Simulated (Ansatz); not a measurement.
# Sc2AsSe: the cost of one run

Computed with Ansatz 0.2.0 (DFT PBE, scalar-relativistic, plane waves, PAW, unless a step's input says otherwise).

## 1. The starting structure

It takes space group Fmmm (No. 69, orthorhombic). Conventional cell: a = 5.183 Å, b = 7.607 Å, c = 10.036 Å, α = 90.00°, β = 90.00°, γ = 90.00°. Sc (site symmetry mm2) has 1 As at 2.50 Å and 1 Se at 2.52 Å and 2 Sc at 2.59 Å in its first shell of neighbours. As (site symmetry mmm) is surrounded by 2 Sc at 2.50 Å and 2 Se at 2.59 Å. Around Se (site symmetry mmm) lie 2 Sc at 2.52 Å and 2 As at 2.59 Å.

Coordinates:

```
CELL_PARAMETERS angstrom
0.00000 3.80350 5.01791
2.59158 0.00000 5.01791
2.59158 3.80350 0.00000
ATOMIC_POSITIONS crystal
Sc 0.24883 0.24883 0.75117
Sc 0.75117 0.75117 0.24883
As 0.00000 0.00000 0.00000
Se 0.50000 0.50000 0.50000
```

A structure generator made this guess: random cell by space group and Wyckoff sites (Fmmm, No. 69). The dimensions are guesses.

## 2. A first look at the guess

Contents of input.yaml:

```yaml
crystal:
  lattice:
    - [0.0, 3.80350099, 5.01790963]
    - [2.59157888, 0.0, 5.01790963]
    - [2.59157888, 3.80350099, 0.0]
  atoms:
    - { symbol: Sc, position: [0.24883189, 0.24883189, 0.75116811] }
    - { symbol: Sc, position: [0.75116811, 0.75116811, 0.24883189] }
    - { symbol: As, position: [0.0, 0.0, 0.0] }
    - { symbol: Se, position: [0.5, 0.5, 0.5] }
basis:
  ecutwfc: 420
kpoints:
  mp_grid: { grid: [4, 4, 4] }
hamiltonian:
  xc: pbe
scf:
  occupations: { method: gaussian, width: 0.1 }
  lower_state_search: "off"
output:
  forces: true
  stress: true
  eigenvalues: true
```

On the command line:

```console
$ ansatz run input.yaml --threads 1 --pin off --max-ram 2560MiB --backend cpu --events-out ev --progress --plain --runs-dir out
```

**Question.** How long does this run take on 1 thread of AMD EPYC (Zen 3), shared host, and how much memory does it need?

About 9.7 s, with a peak of 0.43 GiB.
